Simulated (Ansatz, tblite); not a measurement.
# The cluster Mo₅: one state, many levels

Aim: run the singlet of the cluster Mo₅ at one geometry on many levels, and compare frontier levels, spin and run time.

Method: as each input shows; program: Ansatz 0.2.0, Gaussian basis.

Levels to be run: GFN1-xTB, GFN2-xTB, PBE-D4/def2-TZVP, r2SCAN-D4/def2-TZVP, CAM-B3LYP-D4/def2-TZVP, r2SCANh-D4/def2-TZVP, PBE-D4/def2-SVP, PBE0-D4/def2-SVP, PBE0-D4/def2-TZVPD, PBE-D4/def2-TZVPD, r2SCAN-D4/def2-TZVPD, CCSD(T)/def2-SVP, MP2/def2-TZVP, RPA/def2-TZVP.

3 further runs of the same task are left out: 3 set aside as unsound or not needed. Runs told in other sessions of the task aren't counted.

### 1 The structure

The singlet was relaxed beforehand with r2SCAN-D4/def2-SVP. At that level it is the lowest of the isomers that a small search found.

5 atoms, charge 0, spin multiplicity 1.

Bond lengths: Mo1–Mo2 2.635 Å, Mo1–Mo3 2.235 Å, Mo1–Mo4 2.841 Å, Mo1–Mo5 2.309 Å, Mo2–Mo3 3.601 Å, Mo2–Mo4 2.290 Å, Mo2–Mo5 2.235 Å, Mo3–Mo4 2.291 Å, Mo3–Mo5 2.634 Å, Mo4–Mo5 2.840 Å. Angles: Mo2–Mo1–Mo3 95.0°, Mo2–Mo1–Mo4 49.3°, Mo2–Mo1–Mo5 53.3°, Mo3–Mo1–Mo4 52.0°, Mo3–Mo1–Mo5 70.8°, Mo4–Mo1–Mo5 66.0°, Mo1–Mo2–Mo3 38.2°, Mo1–Mo2–Mo4 70.1°, Mo1–Mo2–Mo5 55.9°, Mo3–Mo2–Mo4 38.2°, Mo3–Mo2–Mo5 46.8°, Mo4–Mo2–Mo5 77.7°, Mo1–Mo3–Mo2 46.8°, Mo1–Mo3–Mo4 77.8°, Mo1–Mo3–Mo5 55.9°, Mo2–Mo3–Mo4 38.2°, Mo2–Mo3–Mo5 38.2°, Mo4–Mo3–Mo5 70.1° and more.

Mo takes a core potential in the def2 sets. No spin-orbit coupling is included.

PBE0-D4/def2-TZVP was run before; its log isn't repeated, and its numbers join the tables.

### 2 GFN1-xTB

Tight binding, by tblite at 300 K electronic temperature and without a spin-polarisation term:

```python
tblite.interface.Calculator('GFN1-xTB', numbers, positions, charge=0, uhf=0).singlepoint()
```

Energy -288.3675 eV, HOMO -11.03 eV, LUMO -10.65 eV; 0.007 s.

### 3 GFN2-xTB

Tight binding, by tblite at 300 K electronic temperature and without a spin-polarisation term:

```python
tblite.interface.Calculator('GFN2-xTB', numbers, positions, charge=0, uhf=0).singlepoint()
```

Energy -278.3894 eV, HOMO -9.00 eV, LUMO -8.84 eV; 0.018 s.

### 4 PBE-D4/def2-TZVP

start.molden holds the orbitals of an earlier run on this state, given as this run's starting guess.

in.yaml

```yaml
crystal:
  periodic: [false, false, false]
  atoms:
    - {symbol: Mo, position_ang: [-1.310599, -0.120067, -0.764542]}
    - {symbol: Mo, position_ang: [0.851991, 1.385737, -0.795379]}
    - {symbol: Mo, position_ang: [-0.768768, -1.201653, 1.114774]}
    - {symbol: Mo, position_ang: [0.350816, 0.782250, 1.356025]}
    - {symbol: Mo, position_ang: [0.876560, -0.846257, -0.910868]}
basis:
  gaussian: {orbitals: def2-TZVP, initial_orbitals: start.molden}
hamiltonian: {xc: pbe, dispersion: d4}
scf: {omitted_lower_state_checks: [starts]}
output: {forces: true, orbitals: {seedname: orbitals}}
```

Launch:

```sh
ansatz run in.yaml --threads 4 --pin off --events-out ev --progress --plain --max-ram 4787MiB
```

Further steps of the session: r2SCAN-D4/def2-TZVP; CAM-B3LYP-D4/def2-TZVP; r2SCANh-D4/def2-TZVP; PBE-D4/def2-SVP; PBE0-D4/def2-SVP; PBE0-D4/def2-TZVPD; PBE-D4/def2-TZVPD; r2SCAN-D4/def2-TZVPD; CCSD(T)/def2-SVP; MP2/def2-TZVP; RPA/def2-TZVP.

Before running them: what should the planned runs give, taken together? Wanted: gap in def2-TZVP, named functionals, smallest and largest; correlation energy, CCSD(T)/def2-SVP; correlation energy, MP2/def2-TZVP; binding an atom, functionals in def2-TZVP; PBE0 total energy, smallest basis above largest.

**Answer**, as computed:

| quantity | value |
| --- | --- |
| gap in def2-TZVP, named functionals, smallest and largest | 0.42 eV (PBE-D4), 3.48 eV (CAM-B3LYP-D4) |
| correlation energy, CCSD(T)/def2-SVP | -59.53 eV |
| correlation energy, MP2/def2-TZVP | -78.82 eV |
| binding an atom, functionals in def2-TZVP | 1.60 (r2SCANh-D4) to 3.04 eV (PBE-D4) |
| PBE0 total energy, smallest basis above largest | 3.16 eV (def2-SVP, def2-TZVP) |

Orbital gaps of the named functionals in def2-TZVP span 0.42 eV (PBE-D4) to 3.48 eV (CAM-B3LYP-D4); exact exchange widens it. Notes on CCSD(T)/def2-SVP and its Hartree-Fock reference, which MP2 shares: large T1 diagnostic, restricted state is unstable towards broken spin symmetry, state flagged by the program.
